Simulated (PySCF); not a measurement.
# C2H7GeNS: the cost of one run

Computed with PySCF 2.14.0, with density-fitted response routines of our own, on a single molecule in the gas phase. Atoms count from 0, in the outputs and in this text.

### 1 Starting geometry

12 atoms, charge 0, multiplicity 1; geometry from: PBE0-D3(BJ)/def2-SVP.

Bonds of the start (Å): C0–C1 1.49, C1–S2 1.62, C1–Ge3 1.97, Ge3–N4 1.84, C0–H5 1.11, C0–H6 1.10, C0–H7 1.10, Ge3–H8 1.54, Ge3–H9 1.54, N4–H10 1.02, N4–H11 1.02.

### 2 Core-electron binding energies: SCAN, X2C

Job settings and geometry (Å):

```
{"job": {"kind": "xps"}, "charge": 0, "multiplicity": 1}
C     -1.588001     0.290779     0.785160
C     -0.874436    -0.844175     0.135294
S     -1.574371    -2.255578    -0.262884
Ge     1.058867    -0.627217    -0.201827
N      1.403965     1.173939    -0.370908
H     -1.205287     0.414327     1.814944
H     -1.346123     1.238522     0.276151
H     -2.673761     0.124915     0.822488
H      1.840341    -1.095051     1.041131
H      1.423310    -1.475741    -1.435338
H      1.262222     1.559776    -1.300443
H      2.316440     1.468280    -0.034926
```

Method: delta-SCF UKS SCAN, pcX-2 on the ionised atom, pcseg-1 elsewhere, spin-free X2C.

Started as:

```bash
$ OMP_NUM_THREADS=1 python probes_run.py task.json out
```

The driver reads the jobs from task.json and runs them one after another.

**Question.** How long does this first job take on 1 thread of Arm Neoverse V1, shared host, and how much memory does it need?

About 30 s, with a peak of 0.55 GiB.
